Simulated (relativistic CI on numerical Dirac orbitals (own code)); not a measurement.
**Ti³⁺ (3d) in crystal fields: levels and magnetism**

How does a crystal field split the 3d shell of Ti³⁺, and what follows for the ground state and χT? 6 fields tried.

Method: Dirac-Coulomb-Breit CI, KLI orbitals optimised for each configuration, model QED (radiative potential, 1s self-energy scaled to tabulated hydrogen-like ionisation energies), one configuration in a parametric crystal field. Code: relativistic CI on numerical Dirac orbitals (own code) version 1.

### 1 Starting point

```
ion            : Ti³⁺ (Ti IV)
nuclear charge : 22
electrons      : 19
open shell     : 3d
Slater scale   : 1
field 1 (cm⁻¹) : D3d, 10Dq = 26000, Dsigma = 530, Dtau = 300
field 2 (cm⁻¹) : Oh, 10Dq = 12350
field 3 (cm⁻¹) : D3d, 10Dq = 6950, Dsigma = 550, Dtau = -160
field 4 (cm⁻¹) : Td, 10Dq = -7650
field 5 (cm⁻¹) : D4h, 10Dq = 24400, Ds = -1180, Dt = -230
field 6 (cm⁻¹) : D3d, 10Dq = 30300, Dsigma = 1100, Dtau = 120
```

The outer shells:

[Ar] 3d1
```
[Ar] core
3d [↑ ][  ][  ][  ][  ]
```

### 2 Field 1: D3d, 10Dq = 26000, Dsigma = 530, Dtau = 300

Settings, as recorded:

```ini
atom Ti  Z=22  charge=3  electrons=19
nucleus A=48  rms_radius_fm=3.5921
hamiltonian dirac-coulomb  breit=on  qed=on  c_scale=1
orbitals kli  potential=per-configuration
slater_scale 1
correlation none
mixing on
configurations
  [Ar] 3d
end
crystal_field D3d 10Dq=26000 Dsigma=530 Dtau=300
```

### 3 Field 2: Oh, 10Dq = 12350

The settings differ from step 2 so:

```diff
@@ -10,2 +10,2 @@
 end
-crystal_field D3d 10Dq=26000 Dsigma=530 Dtau=300
+crystal_field Oh 10Dq=12350
```

### 4 Field 3: D3d, 10Dq = 6950, Dsigma = 550, Dtau = -160

The settings differ from step 3 so:

```diff
@@ -10,2 +10,2 @@
 end
-crystal_field Oh 10Dq=12350
+crystal_field D3d 10Dq=6950 Dsigma=550 Dtau=-160
```

### 5 Field 4: Td, 10Dq = -7650

The settings differ from step 4 so:

```diff
@@ -10,2 +10,2 @@
 end
-crystal_field D3d 10Dq=6950 Dsigma=550 Dtau=-160
+crystal_field Td 10Dq=-7650
```

### 6 Field 5: D4h, 10Dq = 24400, Ds = -1180, Dt = -230

The settings differ from step 5 so:

```diff
@@ -10,2 +10,2 @@
 end
-crystal_field Td 10Dq=-7650
+crystal_field D4h 10Dq=24400 Ds=-1180 Dt=-230
```

### 7 Field 6: D3d, 10Dq = 30300, Dsigma = 1100, Dtau = 120

The settings differ from step 6 so:

```diff
@@ -10,2 +10,2 @@
 end
-crystal_field D4h 10Dq=24400 Ds=-1180 Dt=-230
+crystal_field D3d 10Dq=30300 Dsigma=1100 Dtau=120
```

(Steps that only read results are left out.)

What does the calculation give? Wanted: ground spin; most axial ground doublet.

The runs gave:

| field | ground state | degeneracy | S | J | first gap (cm⁻¹) | stabilisation (cm⁻¹) | χT at 2 K | χT at 300 K |
| --- | --- | --- | --- | --- | --- | --- | --- | --- |
| 1: D3d | G4 | 2 | 0.50 | 2.13 | 3523 | -13055 | 0.352 | 0.388 |
| 2: Oh | G8 | 4 | 0.50 | 1.94 | 211 | -4803 | 0.005 | 0.466 |
| 3: D3d | G4 | 2 | 0.50 | 1.96 | 372 | -2748 | 0.138 | 0.475 |
| 4: Td | G8 | 4 | 0.50 | 2.12 | 7588 | -4385 | 0.349 | 0.390 |
| 5: D4h | G7 | 2 | 0.50 | 2.12 | 2324 | -11686 | 0.341 | 0.393 |
| 6: D3d | G4 | 2 | 0.50 | 2.13 | 3986 | -14835 | 0.353 | 0.388 |

χT is in cm³ K/mol; stabilisation counts from the free ion's lowest level; S and J come from the expectation values of their squares.

| quantity | value |
| --- | --- |
| ground spin (effective S from ⟨S²⟩) | 1: 0.50, 2: 0.50, 3: 0.50, 4: 0.50, 5: 0.50, 6: 0.50 |
| χT at 300 K | 0.39 to 0.48 cm³ K/mol |
| most axial ground doublet | field 3, g = 0.88, 0.88, 1.67 |

**Reading.** All fields leave the ground state at S = 1/2. The field is a set of parameters, without covalency or charge transfer.
